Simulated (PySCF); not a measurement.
# C3H3BrGeO: the cost of one run

Programs: PySCF 2.14.0, with density-fitted response routines of our own. Each step states its level of theory. These are calculated values for one molecule in the gas phase, unless marked as measured. Atoms are numbered from 0 throughout.

## Step 1: The starting structure

9 atoms, charge 0, multiplicity 1; geometry from: GFN2-xTB. The atoms were then displaced at random by about 0.01 Å, so the start is not that level's minimum.

Bonds of the start (Å): O0–C1 1.20, C1–C2 1.42, C2–C3 1.26, C3–Ge4 1.87, Ge4–Br5 2.27, C1–H6 1.10, Ge4–H7 1.50, Ge4–H8 1.53.

## Step 2: Geometry optimisation at PBE0-D3(BJ)/def2-SVP

Job settings and geometry (Å):

```
{"job": {"xc": "PBE0", "basis": "def2-SVP", "d3": "d3bj", "grid": 1, "shake": 0.01, "kind": "geom"}, "charge": 0, "multiplicity": 1}
O     -3.272180    -0.883170     0.249620
C     -2.532990    -0.047750    -0.193740
C     -1.122660    -0.083030    -0.052590
C      0.132930    -0.129210     0.085980
Ge     1.996450    -0.128150     0.231260
Br     2.729910     1.738160    -0.838830
H     -2.854740     0.840030    -0.767300
H      2.590420    -1.319110    -0.454730
H      2.390670    -0.004930     1.706590
```

On the command line:

```
$ OMP_NUM_THREADS=1 python probes_run.py task.json out
```

One launch serves the whole session: the jobs run in the order shown.

Q: Estimate the wall time and peak memory of this first job on 1 thread of Arm Neoverse V2, shared host.

About 2.1 min, with a peak of 0.56 GiB.
